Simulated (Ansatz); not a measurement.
Write a Python script for the Python package of Ansatz (0.2.0) that makes vertical spin-state energies of B₃H₅Se, SMILES BBB[SeH]. Settings (for the species named): CAM-B3LYP, def2-SVP basis, multiplicity 1.

```json
{"atom": "B", "x (Å)": "-0.3417", "y (Å)": "1.0721", "z (Å)": "-1.1265"}
{"atom": "B", "x (Å)": "0.6081", "y (Å)": "-0.1465", "z (Å)": "-0.7376"}
{"atom": "B", "x (Å)": "0.2855", "y (Å)": "-1.1163", "z (Å)": "0.5637"}
{"atom": "Se", "x (Å)": "-1.2074", "y (Å)": "-0.8217", "z (Å)": "1.7656"}
{"atom": "H", "x (Å)": "-0.1403", "y (Å)": "1.7778", "z (Å)": "-2.0978"}
{"atom": "H", "x (Å)": "-1.3487", "y (Å)": "1.3701", "z (Å)": "-0.4915"}
{"atom": "H", "x (Å)": "1.5909", "y (Å)": "-0.3507", "z (Å)": "-1.3993"}
{"atom": "H", "x (Å)": "1.1077", "y (Å)": "-1.9788", "z (Å)": "0.8156"}
{"atom": "H", "x (Å)": "-0.4656", "y (Å)": "0.1477", "z (Å)": "2.6907"}
```

`spin_b3h5se.py`
```python
"""Gap between spin states of B3H5Se at one geometry."""

import warnings

import ansatz as az
from ase import Atoms

BASIS_SET = "def2-SVP"
XC = "CAM-B3LYP"

warnings.simplefilter("ignore", az.DeckWarning)

atoms = Atoms(["B", "B", "B", "Se", "H", "H", "H", "H", "H"], positions=[
    (-0.3417, 1.0721, -1.1265),
    (0.6081, -0.1465, -0.7376),
    (0.2855, -1.1163, 0.5637),
    (-1.2074, -0.8217, 1.7656),
    (-0.1403, 1.7778, -2.0978),
    (-1.3487, 1.3701, -0.4915),
    (1.5909, -0.3507, -1.3993),
    (1.1077, -1.9788, 0.8156),
    (-0.4656, 0.1477, 2.6907),
])
molecule = az.Crystal.molecule_from_ase(atoms)

base = (
    molecule.calculation()
    .basis(gaussian=BASIS_SET)
    .functional(XC)
)
found = {}
for unpaired in [0, 2]:
    summary = base.spin("collinear", total=unpaired).run(threads=1, backend="cpu").report
    s = unpaired / 2
    found[unpaired] = summary["free_energy_ev"]
    print(f"2S+1 = {unpaired + 1}: E = {found[unpaired]:.5f} eV, <S^2> = {abs(summary['mean_field']['state']['spin_squared']):.3f} (pure state {s * (s + 1):.2f})")
lowest = min(found, key=found.get)
for unpaired, e in found.items():
    print(f"multiplicity {unpaired + 1}: {23.060548 * (e - found[lowest]):.1f} kcal/mol above the lowest")
```

Running `python spin_b3h5se.py` prints:
```text
2S+1 = 1: E = -67448.01064 eV, <S^2> = 0.000 (pure state 0.00)
2S+1 = 3: E = -67447.43961 eV, <S^2> = 2.006 (pure state 2.00)
multiplicity 1: 0.0 kcal/mol above the lowest
multiplicity 3: 13.2 kcal/mol above the lowest
```

In order: multiplicity 1 (+0.00 eV) and multiplicity 3 (+0.57 eV), all at the one geometry.

What to keep in mind:
- Total energies depend on the basis set; only differences at equal settings carry meaning.
- The geometry is a force-field or estimated start, not a minimum of this method, and the basis set is short of its limit. All parts are taken at fixed geometry, without zero-point energy.
- Hardware and time: 31 s on 1 thread of Arm Neoverse V1, with other jobs on the host, peak memory 0.43 GiB.
